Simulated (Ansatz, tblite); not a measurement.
**The cluster Cs₉−: a ladder of methods and basis sets**

How do method and basis change the picture of the cluster Cs₉− (singlet)?

Method: as each input shows; program: Ansatz 0.2.0, Gaussian basis.

Plan: GFN2-xTB, PBE/def2-TZVPD, r2SCAN/def2-TZVPD, HF/def2-TZVPD, ωB97X-V/def2-TZVPD, BLYP/def2-TZVPD, MP2/def2-TZVPD, RPA/def2-TZVPD.

2 further runs of the same task are left out: 2 set aside as unsound or not needed. Runs told in other sessions of the task aren't counted.

## 1. The structure

The singlet was relaxed beforehand with B3LYP/def2-SVPD. At that level it is the lowest of the isomers that a small search found.

9 atoms, charge -1, spin multiplicity 1.

Bond lengths: Cs1–Cs3 5.309 Å, Cs1–Cs4 5.389 Å, Cs1–Cs5 5.431 Å, Cs1–Cs6 5.203 Å, Cs2–Cs3 5.624 Å, Cs2–Cs4 5.185 Å, Cs2–Cs5 5.416 Å, Cs2–Cs7 5.220 Å, Cs3–Cs7 5.690 Å, Cs3–Cs9 5.029 Å, Cs5–Cs6 5.264 Å, Cs5–Cs7 5.239 Å, Cs6–Cs7 5.654 Å, Cs6–Cs8 5.430 Å, Cs6–Cs9 5.524 Å, Cs7–Cs9 5.318 Å, Cs8–Cs9 5.476 Å. Angles: Cs3–Cs1–Cs4 67.7°, Cs3–Cs1–Cs5 86.8°, Cs3–Cs1–Cs6 70.5°, Cs4–Cs1–Cs5 94.6°, Cs4–Cs1–Cs6 131.5°, Cs5–Cs1–Cs6 59.3°, Cs3–Cs2–Cs4 66.8°, Cs3–Cs2–Cs5 83.9°, Cs3–Cs2–Cs7 63.2°, Cs4–Cs2–Cs5 97.2°, Cs4–Cs2–Cs7 125.9°, Cs5–Cs2–Cs7 59.0°, Cs1–Cs3–Cs2 76.9°, Cs1–Cs3–Cs7 91.1°, Cs1–Cs3–Cs9 112.0°, Cs2–Cs3–Cs7 54.9°, Cs2–Cs3–Cs9 113.6°, Cs7–Cs3–Cs9 59.1° and more.

Cs takes a core potential in the def2 sets. No spin-orbit coupling is included. The ion is computed in the gas phase, without counter-ions or solvent.

PBE0/def2-TZVPD was run before; its log isn't repeated, and its numbers join the tables.

## 2. GFN2-xTB

Tight binding, by tblite at 300 K electronic temperature and without a spin-polarisation term:

```python
tblite.interface.Calculator('GFN2-xTB', numbers, positions, charge=-1, uhf=0).singlepoint()
```

Energy -45.5678 eV, HOMO -1.20 eV, LUMO -0.84 eV; 0.012 s.

## 3. PBE/def2-TZVPD

start.molden holds the orbitals of an earlier run on this state, given as this run's starting guess.

File in.yaml:

```yaml
crystal:
  periodic: [false, false, false]
  atoms:
    - {symbol: Cs, position_ang: [1.638739, 3.754615, 1.835080]}
    - {symbol: Cs, position_ang: [3.782167, -2.678866, 1.253043]}
    - {symbol: Cs, position_ang: [1.972257, 0.939988, -2.653619]}
    - {symbol: Cs, position_ang: [6.560336, 1.695132, 1.075262]}
    - {symbol: Cs, position_ang: [-0.363812, -0.734875, 4.144409]}
    - {symbol: Cs, position_ang: [-3.078599, 1.980304, 0.542856]}
    - {symbol: Cs, position_ang: [-1.140372, -3.248689, -0.386541]}
    - {symbol: Cs, position_ang: [-6.808649, -1.506533, -1.304800]}
    - {symbol: Cs, position_ang: [-2.562067, -0.201065, -4.505701]}
basis:
  gaussian: {orbitals: def2-TZVPD, initial_orbitals: start.molden}
total_charge: -1
hamiltonian: {xc: pbe}
scf: {omitted_lower_state_checks: [starts]}
output: {forces: true, orbitals: {seedname: orbitals}}
```

The run is started by

```console
ansatz run in.yaml --threads 4 --pin off --events-out ev --progress --plain --max-ram 4787MiB
```

Further steps of the session: r2SCAN/def2-TZVPD; HF/def2-TZVPD; ωB97X-V/def2-TZVPD; BLYP/def2-TZVPD; MP2/def2-TZVPD; RPA/def2-TZVPD.

**Question.** What will the summary of the whole plan be? Wanted: gap in def2-TZVPD, named functionals and Hartree-Fock, smallest and largest; correlation energy, MP2/def2-TZVPD.

The runs gave:

| quantity | value |
| --- | --- |
| gap in def2-TZVPD, named functionals and Hartree-Fock, smallest and largest | 0.28 eV (BLYP), 2.50 eV (ωB97X-V) |
| correlation energy, MP2/def2-TZVPD | -30.01 eV |

Over the named functionals and Hartree-Fock in def2-TZVPD the gap runs from 0.28 eV (BLYP) to 2.50 eV (ωB97X-V); exact exchange widens it.
